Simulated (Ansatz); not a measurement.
# CH5NO2SW: the cost of one run

Computed with Ansatz 0.2.0, Gaussian basis. Level: the settings change from run to run.

### 1 The relaxed structure

The geometry comes from an earlier relaxation with PBE0-D4 in a triple-zeta def2 set; it is a stationary point, not always the lowest conformer. W takes a core potential in def2 sets; no spin-orbit term is included.

SMILES `C[O][W]([NH2])(=[O])=[S]`, 11 atoms, charge 0, spin multiplicity 1.

Atoms are counted from 1 here; the program's logs count them from 0.

Bond lengths: C1–O2 1.407 Å, C1–H7 1.093 Å, C1–H8 1.093 Å, C1–H9 1.092 Å, O2–W3 1.858 Å, W3–N4 1.933 Å, W3–O5 1.702 Å, W3–S6 2.143 Å, N4–H10 1.009 Å, N4–H11 1.009 Å. Angles: O2–C1–H7 110.6°, O2–C1–H8 109.6°, O2–C1–H9 108.7°, H7–C1–H8 109.3°, H7–C1–H9 109.6°, H8–C1–H9 109.0°, C1–O2–W3 139.1°, O2–W3–N4 111.0°, O2–W3–O5 108.5°, O2–W3–S6 109.0°, N4–W3–O5 107.5°, N4–W3–S6 108.6°, O5–W3–S6 112.4°, W3–N4–H10 122.9°, W3–N4–H11 124.3°, H10–N4–H11 111.9°.

### 2 B2GP-PLYP/def2-SVP

Set apart from the defaults: charge +1, multiplicity 2, atoms shaken by 0.03 Å, a point charge of 0.50 e beside it.

File in.yaml:

```yaml
crystal:
  periodic: [false, false, false]
  atoms:
    - {symbol: C, position_ang: [-0.485344, -1.059025, 1.784898]}
    - {symbol: O, position_ang: [0.413096, -0.436899, 0.858814]}
    - {symbol: W, position_ang: [0.521862, 0.927527, -0.423641]}
    - {symbol: N, position_ang: [0.305816, 0.244014, -2.212543]}
    - {symbol: O, position_ang: [2.102681, 1.631605, -0.393881]}
    - {symbol: S, position_ang: [-1.027776, 2.258432, -0.024182]}
    - {symbol: H, position_ang: [-1.255803, -0.374501, 2.001005]}
    - {symbol: H, position_ang: [-0.952476, -1.920039, 1.202842]}
    - {symbol: H, position_ang: [0.048246, -1.357815, 2.691845]}
    - {symbol: H, position_ang: [1.071510, 0.012809, -2.839966]}
    - {symbol: H, position_ang: [-0.614195, 0.120495, -2.659575]}
basis:
  gaussian: {orbitals: def2-SVP, point_charges: [{charge: 0.50, position_ang: [6.778, -0.114, -0.037]}]}
total_charge: 1
magnetization: {spin_polarized: true, initial_magnetization: 1}
hamiltonian: {xc: {name: B2GP-PLYP}}
output: {forces: true}
```

The run is started by

```sh
> ansatz run in.yaml --threads 2 --pin off --events-out ev --progress --plain --max-ram 20480MiB --backend cpu
```

Q: Estimate wall time and peak memory on 2 threads of AMD EPYC 7R13, shared host.

About 48 s, with a peak of 0.9 GiB.
